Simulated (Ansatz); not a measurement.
# Al2F4H2S2: one species, many methods

One table from this session's results is given with a row withheld; the runs are named, their logs left out.

The runs use Ansatz 0.2.0, Gaussian basis; functionals in def2-TZVPP, the program's frozen cores in correlated methods.

Plan: LDA (SPW92), PBE-D4, revPBE-D4, BLYP-D4, r2SCAN-D4, B97M-V, PBE0-D4, B3LYP-D4, r2SCANh-D4, r2SCAN0-D4, HSE06-D4, BHLYP-D4, CAM-B3LYP-D4, LC-ωPBE, ωB97X-V, ωB97M-V, B2PLYP, PBE-QIDH; CCSD(T)/def2-SVP; MP2/def2-TZVPP; MP2/def2-QZVPP; RPA on PBE.

## The relaxed structure

An earlier PBE0-D4 in a triple-zeta def2 set relaxation fixed the geometry.

SMILES `[F][Al-]1([F])[SH+][Al-]([F])([F])[SH+]1`, 10 atoms, charge 0, spin multiplicity 1.

Atoms are counted from 1 here; the program's logs count them from 0.

Bond lengths: F1–Al2 1.644 Å, Al2–F3 1.644 Å, Al2–S4 2.336 Å, Al2–S8 2.336 Å, S4–Al5 2.336 Å, S4–H9 1.348 Å, Al5–F6 1.644 Å, Al5–F7 1.644 Å, Al5–S8 2.336 Å, S8–H10 1.348 Å. Angles: F1–Al2–F3 123.4°, F1–Al2–S4 109.1°, F1–Al2–S8 107.4°, F3–Al2–S4 107.4°, F3–Al2–S8 109.1°, S4–Al2–S8 97.3°, Al2–S4–Al5 82.7°, Al2–S4–H9 93.0°, Al5–S4–H9 93.0°, S4–Al5–F6 107.4°, S4–Al5–F7 109.1°, S4–Al5–S8 97.3°, F6–Al5–F7 123.4°, F6–Al5–S8 109.1°, F7–Al5–S8 107.4°, Al2–S8–Al5 82.7°, Al2–S8–H10 93.0°, Al5–S8–H10 93.0°.

As a file:

```xyz
10

F     0.73905   -2.64448    0.00110
Al    0.73767   -1.16263    0.71279
F     1.47426   -0.84870    2.14859
S    -1.46203   -0.39346    0.87311
Al   -0.71956    1.15359   -0.71185
F    -0.71532    2.63144    0.00827
F    -1.45944    0.84988   -2.14806
S     1.47797    0.37911   -0.87844
H    -1.17522    0.42256    1.90640
H     1.18572   -0.43861   -1.90890
```

Set-up of the first run:

Contents of in.yaml:

```yaml
crystal:
  periodic: [false, false, false]
  atoms:
    - {symbol: F, position_ang: [0.739050, -2.644479, 0.001101]}
    - {symbol: Al, position_ang: [0.737673, -1.162630, 0.712792]}
    - {symbol: F, position_ang: [1.474262, -0.848698, 2.148594]}
    - {symbol: S, position_ang: [-1.462031, -0.393461, 0.873105]}
    - {symbol: Al, position_ang: [-0.719557, 1.153587, -0.711853]}
    - {symbol: F, position_ang: [-0.715319, 2.631437, 0.008270]}
    - {symbol: F, position_ang: [-1.459435, 0.849884, -2.148065]}
    - {symbol: S, position_ang: [1.477966, 0.379108, -0.878438]}
    - {symbol: H, position_ang: [-1.175224, 0.422563, 1.906400]}
    - {symbol: H, position_ang: [1.185715, -0.438611, -1.908904]}
basis:
  gaussian: {orbitals: def2-TZVPP}
hamiltonian: {xc: lda}
output: {orbitals: {seedname: orbitals}}
```

The run is started by

```
> ansatz run in.yaml --threads 4 --pin off --events-out ev --progress --plain --max-ram 11315MiB
```

Among the steps run: LDA; PBE-D4 (GGA); revPBE-D4 (GGA); BLYP-D4 (GGA); r2SCAN-D4 (meta-GGA); B97M-V (meta-GGA); PBE0-D4 (hybrid); B3LYP-D4 (hybrid); r2SCANh-D4 (hybrid); r2SCAN0-D4 (hybrid); HSE06-D4 (hybrid); BHLYP-D4 (hybrid); CAM-B3LYP-D4 (range-separated); LC-ωPBE (range-separated); ωB97X-V (range-separated); ωB97M-V (range-separated); B2PLYP (double hybrid); PBE-QIDH (double hybrid).

One of the session's tables, all rows but one given; the rest of the session is left out.

It belongs to the step «Orbital energies across the functionals». 

| functional | HOMO (eV) | gap (eV) |
| --- | --- | --- |
| LDA (SPW92) | -8.33 | 6.37 |
| PBE-D4 | -8.18 | 6.42 |
| revPBE-D4 | -8.13 | 6.45 |
| BLYP-D4 | -8.01 | 6.39 |
| r2SCAN-D4 | -8.51 | 7.00 |
| B97M-V | -8.59 | 7.04 |
| PBE0-D4 | ? | ? |
| B3LYP-D4 | -9.20 | 8.13 |
| r2SCANh-D4 | -8.97 | 7.78 |
| r2SCAN0-D4 | -9.66 | 8.95 |
| HSE06-D4 | -9.06 | 7.82 |
| BHLYP-D4 | -10.57 | 10.60 |
| CAM-B3LYP-D4 | -10.74 | 10.90 |
| LC-ωPBE | -12.10 | 13.54 |
| ωB97X-V | -11.74 | 13.01 |
| ωB97M-V | -11.52 | 12.42 |

Estimate the missing values for PBE0-D4.

**Answer.** HOMO (eV): -9.46; gap (eV): 8.60. In the column «HOMO (eV)» it lies between r2SCAN0-D4 (-9.66) and B3LYP-D4 (-9.20).
